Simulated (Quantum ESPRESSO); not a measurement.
# TiPd under changes of volume

One of the cells (15.313 Å³/atom); the others are scaled copies at fixed shape and fractional positions:

```xyz
2
Lattice="2.8147 0.0000 0.0000 0.0000 2.8147 0.0000 0.0000 0.0000 3.8658" Properties=species:S:1:pos:R:3 pbc="T T T"
Pd    1.4074    1.4074    1.9329
Ti    0.0000    0.0000    0.0000
```

The cell comes from a database or a generator and needn't be the stable form of this composition.

| Quantity | Value |
| --- | --- |
| Program | Quantum ESPRESSO 7.5 |
| Functional | r2SCAN |
| Potentials or basis | SG15 PBE 1.2 |
| Cutoff | 952 eV |
| Density cutoff | 3810 eV |
| k mesh | 6 × 6 × 5 |
| Occupations | fermi-dirac, width 0.05 eV |
| Spin | no spin polarisation |

| volume (Å³/atom) | energy over the lowest point (meV/atom) | pressure (GPa) |
| --- | --- | --- |
| 14.395 | 29.84 | 11.6 |
| 14.701 | 11.97 | 7.1 |
| 15.007 | 2.31 | 3.1 |
| 15.313 | 0.00 | -0.6 |
| 15.620 | ? | ? |
| 15.926 | 14.39 | -6.7 |
| 16.232 | 29.76 | -9.3 |

Question: What does the run at 15.620 Å³/atom give?

Answer: Energy over the lowest point 4.26 meV/atom; pressure -3.8 GPa.

Worked out: A Birch-Murnaghan fit of order 3 (a polynomial in V^(-2/3)) to the other rows has its minimum at 15.26 Å³/atom with B0 = V·E''(V) = 174 GPa and B' = 4.6 at fixed shape and positions, which overstates the stiffness. It gives 4.26 meV/atom at 15.620 Å³/atom, against the run's 4.26, and -dE/dV = -3.8 GPa, against -3.8.

Energies are extrapolated to zero smearing.

Caveats: all runs use coarse meshes; the potentials were made for another functional, which shifts forces and pressure.
